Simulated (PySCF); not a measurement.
**CaF: changing the method**

Starting from one script, swap the method and compare what comes out for CaF.

Method: method and basis as typed in the scripts; program: PySCF 2.14.0.

## (1) The system as given

CaF: 2 atoms, charge 0, spin multiplicity 2.

Bond lengths: Ca1–F2 2.359 Å.

## (2) Base script

File input.py:

```python
from pyscf import gto, scf, mp

mol = gto.M(
    atom='Ca 0 0 0; F 0 0 2.359',
    basis='6-31g*',
    charge=0,
    spin=1,
    verbose=4,
)
mf = scf.UHF(mol)
mf.kernel()
mp.MP2(mf, frozen=6).kernel()
mf.dip_moment()
print('orbital energies (hartree):', [e[max(0, n-3):n+3].round(4) for e, n in zip(mf.mo_energy, mol.nelec)])
```

Command:

```bash
$ OMP_NUM_THREADS=1 python input.py
```

Its log is not repeated here.

In short: E(SCF) = -776.178577 Eh, 10 cycles, E(MP2) − E(SCF) = -0.20013 Eh, ⟨S²⟩ = 0.750, μ = 4.93 D (of the SCF density).

The bond length is a typed value, not an optimised one.

## (3) Pbe (UKS)

Run 1 changes functional: none (Hartree–Fock) → pbe; SCF type: UHF → UKS; step after the SCF: mp2 → analyze.

File input.py:

```python
from pyscf import gto, dft

mol = gto.M(
    atom='Ca 0 0 0; F 0 0 2.359',
    basis='6-31g*',
    charge=0,
    spin=1,
    verbose=4,
)
mf = dft.UKS(mol, xc='pbe')
mf.kernel()
mf.analyze()
print('orbital energies (hartree):', [e[max(0, n-3):n+3].round(4) for e, n in zip(mf.mo_energy, mol.nelec)])
```

Command:

```bash
$ OMP_NUM_THREADS=1 python input.py
```

## (4) Stability test

Run 2 changes step after the SCF: mp2 → stability.

Edit input.py of step 2 so:

```diff
@@ -1,2 +1,2 @@
-from pyscf import gto, scf, mp
+from pyscf import gto, scf
 
@@ -11,3 +11,3 @@
 mf.kernel()
-mp.MP2(mf, frozen=6).kernel()
+mf.stability(internal=True, external=True)
 mf.dip_moment()
```

## (5) Lc_wpbe (UKS)

Run 3 changes functional: none (Hartree–Fock) → lc_wpbe; SCF type: UHF → UKS; step after the SCF: mp2 → analyze.

File input.py:

```python
from pyscf import gto, dft

mol = gto.M(
    atom='Ca 0 0 0; F 0 0 2.359',
    basis='6-31g*',
    charge=0,
    spin=1,
    verbose=4,
)
mf = dft.UKS(mol, xc='lc_wpbe')
mf.kernel()
mf.analyze()
print('orbital energies (hartree):', [e[max(0, n-3):n+3].round(4) for e, n in zip(mf.mo_energy, mol.nelec)])
```

**Question.** What will these runs give? Wanted: for each run, E(SCF); from base; gap, α spin; SCF dipole; after the SCF.

As calculated:

```
           run  E(SCF) (hartree)  from base (eV)  cycles  gap, α spin (eV)  SCF dipole (D)                           after the SCF
          base       -776.178577               0      10              6.62            4.93  MP2 correlation -5.446 eV, core frozen
     pbe (UKS)       -777.059282  not comparable      10              2.52            4.12                                     n/a
stability test       -776.178577          0.0000      10              6.62            4.93                                  stable
 lc_wpbe (UKS)       -777.167143  not comparable      10              6.75            4.37                                     n/a
```

**Reading.** A lower total energy from another functional means nothing by itself. The dearest run is “lc_wpbe (UKS)”, at 3.3 s against 0.83 s.
